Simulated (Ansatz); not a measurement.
# GaH₄+ (singlet): from Hartree-Fock to the top rungs at distance Ga1–H2 = 1.895 Å, cc-pVDZ

An exercise on one series of results from a longer session: the logs are not shown, and one member is left open.

The runs use Ansatz 0.2.0, Gaussian basis; cc-pVDZ, core rule «outside noble gas», up to 14 orbitals frozen.

The runs, in order: UHF; CCSD(T) on RHF; BCCD(T) on RHF; CISD; CCSDT(Q) on RHF; CASSCF and MRCISD+Q, 2 electrons in 2 orbitals; CASSCF and NEVPT2, 2 electrons in 2 orbitals; Full CI.

35 further runs of the same task are left out: 22 for a known fault of the program, 10 that didn't finish, 3 set aside as unsound or not needed.

**The system**

The geometry derives from a PBE0/def2-TZVP stationary point (not a proven minimum). One bond is set to the value named and the two fragments are kept rigid. No spin-orbit coupling is included. The filled d shell of Ga may be among the frozen orbitals whatever the setting's name suggests; the logs give the count.

5 atoms, charge 1, spin multiplicity 1.

Atoms are counted from 1 here; the program's logs count them from 0.

Bond lengths: Ga1–H2 1.895 Å, Ga1–H4 1.527 Å, H3–H5 0.765 Å. Angles: H2–Ga1–H4 169.3°.

The first run:

Contents of in.yaml:

```yaml
crystal:
  periodic: [false, false, false]
  atoms:
    - {symbol: Ga, position_ang: [0.000000, -0.005002, -0.054724]}
    - {symbol: H, position_ang: [0.000000, 1.881706, -0.231799]}
    - {symbol: H, position_ang: [0.000000, 0.377520, 2.107360]}
    - {symbol: H, position_ang: [0.000000, -1.525675, -0.197445]}
    - {symbol: H, position_ang: [0.000000, -0.387524, 2.107360]}
basis:
  gaussian: {orbitals: cc-pVDZ}
total_charge: 1
magnetization: {spin_polarized: true, initial_magnetization: 0}
hamiltonian: {xc: hf}
output: {orbitals: {seedname: orbitals}}
```

Started as:

```
ansatz run in.yaml --threads 1 --pin off --events-out ev --progress --plain --max-ram 2393MiB
```

Among the steps run: UHF; CCSD(T) on RHF; BCCD(T) on RHF; CISD; CCSDT(Q) on RHF; CASSCF and MRCISD+Q, 2 electrons in 2 orbitals; CASSCF and NEVPT2, 2 electrons in 2 orbitals; Full CI.

One of the session's tables, all rows but one given; the rest of the session is left out.

```
       method  from FCI (meV)
          RHF         +2981.3
         RMP2          +790.0
         CISD          +167.9
        RCCSD           +46.5
     RCCSD(T)               ?
      BCCD(T)           +12.8
       RCCSDT            +1.5
    RCCSDT(Q)            +0.4
  CASSCF pair         +2345.8
  NEVPT2 pair          +646.2
  MRCISD pair           +91.0
MRCISD+Q pair           -24.9
          FCI               0
```

**Question.** Estimate the row for RCCSD(T).

The run gave: from FCI (meV): +13.4. In the column «from FCI (meV)» it lies between BCCD(T) (+12.8) and RCCSD (+46.5).

Caveats from the session: MRCISD+Q pair falls below full CI: the +Q correction isn't variational, and the cores differ from full CI's.
